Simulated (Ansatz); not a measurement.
# RuTe: the cost of one run

Program: Ansatz 0.2.0. Level of theory: DFT PBE without U, plane waves, PAW. These are calculated values, not measurements.

## 1. The structure to begin with

It takes space group F-43m (No. 216, cubic). Conventional cell: a = 6.228 Å, b = 6.228 Å, c = 6.228 Å, α = 90.00°, β = 90.00°, γ = 90.00°. Ru (site symmetry -43m) has 4 Te at 2.70 Å as nearest neighbours. Te (site symmetry -43m) has 4 Ru at 2.70 Å as nearest neighbours.

As a file:

```xyz
2
Lattice="0.0000 3.1139 3.1139 3.1139 0.0000 3.1139 3.1139 3.1139 0.0000" Properties=species:S:1:pos:R:3 pbc="T T T"
Ru    0.0000    0.0000    0.0000
Te    1.5570    1.5570    1.5570
```

Magnetic order typed: ferromagnetic.

An earlier series on this cell reached its lowest free state from «random orbitals: single harmonics, first filling», perhaps among other starts (it ended without moments).

## 2. Random orbitals: single harmonics, second filling

Input file input.yaml:

```yaml
crystal:
  lattice:
    - [0.0, 3.11392972, 3.11392972]
    - [3.11392972, 0.0, 3.11392972]
    - [3.11392972, 3.11392972, 0.0]
  atoms:
    - { symbol: Ru, position: [0.0, 0.0, 0.0], spin: 2.0 }
    - { symbol: Te, position: [0.25, 0.25, 0.25] }
basis:
  ecutwfc: 420
  ecutrho_ratio: 4
kpoints:
  mp_grid: { grid: [5, 5, 5] }
hamiltonian:
  xc: pbe
  hubbard:
    sites:
      - { site: 0, l: d, u_eff: 0.0, starting_ns: [{ spin: up, occupation_matrix: s0up }, { spin: down, occupation_matrix: s0down }] }
    occupation_matrices:
      s0up:
        matrix:
          - [0.97, 0.0, 0.0, 0.0, 0.0]
          - [0.0, 0.02, 0.0, 0.0, 0.0]
          - [0.0, 0.0, 0.97, 0.0, 0.0]
          - [0.0, 0.0, 0.0, 0.97, 0.0]
          - [0.0, 0.0, 0.0, 0.0, 0.97]
      s0down:
        matrix:
          - [0.02, 0.0, 0.0, 0.0, 0.0]
          - [0.0, 0.02, 0.0, 0.0, 0.0]
          - [0.0, 0.0, 0.97, 0.0, 0.0]
          - [0.0, 0.0, 0.0, 0.02, 0.0]
          - [0.0, 0.0, 0.0, 0.0, 0.97]
    ns_hold: { iters: 12 }
scf:
  occupations: { method: gaussian, width: 0.05 }
  lower_state_search: "off"
  max_iter: 150
output:
  forces: true
  stress: true
  eigenvalues: true
  populations: true
  hubbard: { sites: [{ site: 0, l: d }] }
magnetization:
  spin_polarized: true
```

The typed matrices put 0.97 on the chosen orbitals and 0.02 on the others, and are held for 12 cycles.

On the command line:

```
> ansatz run input.yaml --threads 2 --pin off --max-ram 3072MiB --backend cpu --events-out ev --progress --plain --runs-dir out
```

Q: Estimate wall time and peak memory on 2 threads of Arm Neoverse N1, shared host.

About 31 s, with a peak of 0.37 GiB.
